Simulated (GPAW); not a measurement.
Wanted: an ASE script for a GPAW 26.7.0 run.

```
Task                : single point
Functional          : PBE
Potentials or basis : GPAW PAW data sets (gpaw-data 1.2.1)
Cutoff              : 600 eV
Basis               : pw
k mesh              : 7 × 7 × 7
Occupations         : gaussian, width 0.05 eV
Spin                : no spin polarisation
Maxiter             : 150
```

The structure of Zn3P lies in POSCAR:

```
Zn3P
1.0
    3.9755180000      0.0000000000      0.0000000000
    0.0000000000      3.9755180000      0.0000000000
    0.0000000000      0.0000000000      3.9755180000
Zn P
3 1
Direct
    0.5000000000      0.5000000000      0.0000000000
    0.0000000000      0.5000000000      0.5000000000
    0.5000000000      0.0000000000      0.5000000000
    0.0000000000      0.0000000000      0.0000000000
```

The cell comes from a database or a generator and needn't be the stable form of this composition.

The cell isn't the ideal one: the cell as VASP's run set it.

These files were run (other wordings do the same):

run.py

```python
from ase.dft.bandgap import bandgap
from ase.io import read, write
from ase.units import GPa
from gpaw import GPAW, PW

atoms = read('POSCAR')

calc = GPAW(mode=PW(600),
            xc='PBE',
            kpts={'size': (7, 7, 7), 'gamma': True},
            occupations={'name': 'methfessel-paxton', 'order': 0, 'width': 0.05},
            nbands=34,
            convergence={'density': 1e-05, 'energy': 1e-05},
            maxiter=150,
            txt='gpaw.txt')
atoms.calc = calc
energy = atoms.get_potential_energy()
forces = atoms.get_forces()
stress = atoms.get_stress()
calc.write('gs.gpw')
write('result.traj', atoms)
print(f'Energy: {energy:.6f} eV')
print('Forces (eV/A):')
print(forces.round(4))
print('Stress (GPa):', (stress / GPa).round(3))
print('Fermi level:', round(calc.get_fermi_level(), 4), 'eV')
print(f'Gap: {bandgap(calc)[0]:.4f} eV, direct: {bandgap(calc, direct=True)[0]:.4f} eV')
```

Potentials or basis: GPAW PAW data sets (gpaw-data 1.2.1), pw.

Run with:

```bash
$ OMP_NUM_THREADS=1 python run.py
```

Results of the run:

```json
{"Pressure": "-1.2 GPa", "Band gap on the k mesh": "none (metal or under the smearing width)"}
```

It took 35 s on 1 thread of Arm Neoverse V1, with other jobs on the host, peak memory 0.17 GiB.
